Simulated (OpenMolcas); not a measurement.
# Ru²⁺ among point charges: CASSCF and CASPT2 levels and susceptibility

Aim: the splitting of the states of Ru²⁺ in the field of 6 point charges, its lowest levels with spin-orbit coupling and its magnetic susceptibility.

Program: OpenMolcas 26.06. Level of theory: state-averaged CASSCF and CASPT2, spin-orbit coupling by RASSI with atomic mean-field integrals. These are calculated values, not measurements, unless marked.

## 1. The atom as given

| Item | Value |
| --- | --- |
| Species | Ru²⁺ (ruthenium, Z = 44, 42 electrons) |
| Basis | ANO-RCC-VTZP [7s6p4d2f1g], 68 functions |
| Scalar Hamiltonian | DKH2, point nucleus |
| Inactive shells | 1s 2s 2p 3s 3p 3d 4s 4p |
| Active space | 6 electrons in 5 orbitals (4d) |
| Some configurations of this space | 4d⁶ |
| Orbitals | optimised for each spin and parity, averaged over all roots |

The outer shells:

4d6
```
4d [↑↓][↑ ][↑ ][↑ ][↑ ]
```

The ion sits among 6 point charges of -0.85 e arranged as an octahedron (Oh), 2.27 Å from the ion.

The work runs as a chain of OpenMolcas steps in one folder; each step below is one input file. Labels, J, g values, rates, χT and fits are worked out afterwards by a script from the matrices that RASSI stores. The input lists half of the charges; inversion (Group=XYZ) makes the rest.

## 2. GATEWAY and SEWARD: basis and integrals

File a.inp:

```
&GATEWAY
Coord
1

Ru 0.0 0.0 0.0
Basis=ANO-RCC-VTZP
Group=XYZ
NoMove
AngMom=0.0 0.0 0.0
AMFI
XField
3 Angstrom 0
2.270000 0.000000 0.000000 -0.850000
0.000000 2.270000 0.000000 -0.850000
0.000000 0.000000 2.270000 -0.850000
&SEWARD
```

The run is started by

```bash
$ OMP_NUM_THREADS=1 MOLCAS_MEM=1689 MOLCAS_PROJECT=a pymolcas a.inp > a.log
```

## 3. Reference wave functions, quintets of even parity, 5 roots

File a.inp:

```
&RASSCF
FileOrb=start.orb
Symmetry=1
Spin=5
nActEl=6 0 0
Inactive=9 9
Ras2=5 0
CIRoot=5 5 1
SDav=5
CIMx=300
Iter=120 100
PrWF=0.3
OrbListing=Nothing
MaxOrb=0
>>> COPY $Project.JobIph JOB001
```

start.orb holds the contracted functions of the basis, ordered by shell, or the orbitals of the step before.

## 4. Reference wave functions, triplets of even parity, 45 roots

File a.inp:

```
&RASSCF
FileOrb=start.orb
Symmetry=1
Spin=3
nActEl=6 0 0
Inactive=9 9
Ras2=5 0
CIRoot=45 45 1
SDav=45
CIMx=300
Iter=120 100
PrWF=0.3
OrbListing=Nothing
MaxOrb=0
>>> COPY $Project.JobIph JOB002
```

## 5. Reference wave functions, singlets of even parity, 50 roots

File a.inp:

```
&RASSCF
FileOrb=start.orb
Symmetry=1
Spin=1
nActEl=6 0 0
Inactive=9 9
Ras2=5 0
CIRoot=50 50 1
SDav=50
CIMx=300
Iter=120 100
PrWF=0.3
OrbListing=Nothing
MaxOrb=0
>>> COPY $Project.JobIph JOB003
```

## 6. State interaction with spin-orbit coupling

File a.inp:

```
&RASSI
NrOfJobIphs=3 5 45 50
1 2 3 4 5
1 2 3 4 5 6 7 8 9 10 11 12 13 14 15 16 17 18 19 20 21 22 23 24 25 26 27
28 29 30 31 32 33 34 35 36 37 38 39 40 41 42 43 44 45
1 2 3 4 5 6 7 8 9 10 11 12 13 14 15 16 17 18 19 20 21 22 23 24 25 26 27
28 29 30 31 32 33 34 35 36 37 38 39 40 41 42 43 44 45 46 47 48 49 50
IphNames
JOB001
JOB002
JOB003
EJob
SpinOrbit
DIPRint=1.0
SOCoupling=1000.0
Subsets=2
Property=9
'ANGMOM' 1 'ANGMOM' 2 'ANGMOM' 3 'MLTPL  1' 1 'MLTPL  1' 2 'MLTPL  1' 3
'AMFI' 1 'AMFI' 2 'AMFI' 3
SOProperty=3
'ANGMOM' 1 'ANGMOM' 2 'ANGMOM' 3
```

## 7. CASPT2: IPEA 0.25, imaginary shift 0.1 (closed shells correlated: 4s 4p)

File a.inp:

```
>>> COPY JOB001 $Project.JobIph
&CASPT2
Multistate=5 1 2 3 4 5
NoMult
Frozen=8 6
IPEA=0.25
Imaginary=0.1
MaxIter=60
WThr=0.0 0.3 0.05
PrWF=0.5
NoMix
>>> COPY JOB002 $Project.JobIph
&CASPT2
Multistate=45 1 2 3 4 5 6 7 8 9 10 11 12 13 14 15 16 17 18 19 20 21 22
23 24 25 26 27 28 29 30 31 32 33 34 35 36 37 38 39 40 41 42 43 44 45
NoMult
Frozen=8 6
IPEA=0.25
Imaginary=0.1
MaxIter=60
WThr=0.0 0.3 0.05
PrWF=0.5
NoMix
>>> COPY JOB003 $Project.JobIph
&CASPT2
Multistate=50 1 2 3 4 5 6 7 8 9 10 11 12 13 14 15 16 17 18 19 20 21 22
23 24 25 26 27 28 29 30 31 32 33 34 35 36 37 38 39 40 41 42 43 44 45 46
47 48 49 50
NoMult
Frozen=8 6
IPEA=0.25
Imaginary=0.1
MaxIter=60
WThr=0.0 0.3 0.05
PrWF=0.5
NoMix
```

(Steps that only read results are left out.)

**Question.** What will these runs give? Wanted: spin-free ground state; first state of the same spin within the active space; lowest level; next level.

As calculated:

| quantity | value |
| --- | --- |
| method | SS-CASPT2, IPEA 0.25, imaginary shift 0.1 (closed shells correlated: 4s 4p) |
| spin-free ground state | 5T2, 3-fold in its orbital part |
| first state of the same spin within the active space | 5E at 3810 cm⁻¹ |
| lowest level | 3-fold T2 |
| next level | 354.6 cm⁻¹ |
| χT at 300 K | 4.60 cm³ K/mol |
| effective moment at 300 K | 6.07 μB |

Cost by method:

```csv
method,time of its own steps,time with the reference
A. CASSCF,25 s,25 s
"B. SS-CASPT2, IPEA 0.25, imaginary shift 0.1, +4s 4p",14 s,39 s
```

Times are of one thread on a shared host.

In words: The spin-free ground state (5T2) comes to 100 % from free-ion D terms and keeps the highest spin of the shell. χT at 300 K is 4.60, against 3.01 cm³ K/mol for the spin alone, so orbital moment adds to it. An active space of the d shell alone favours high spin; real ions in strong fields can be low spin. CASPT2 does not keep the components of a term degenerate, and the means are used. The field of point charges can differ much from that of real complexes. With metal d orbitals alone active, the gaps between spin states are rough; where two lie within a few thousand cm-1, their order is open. This is an electrostatic model: the charges have no orbitals.
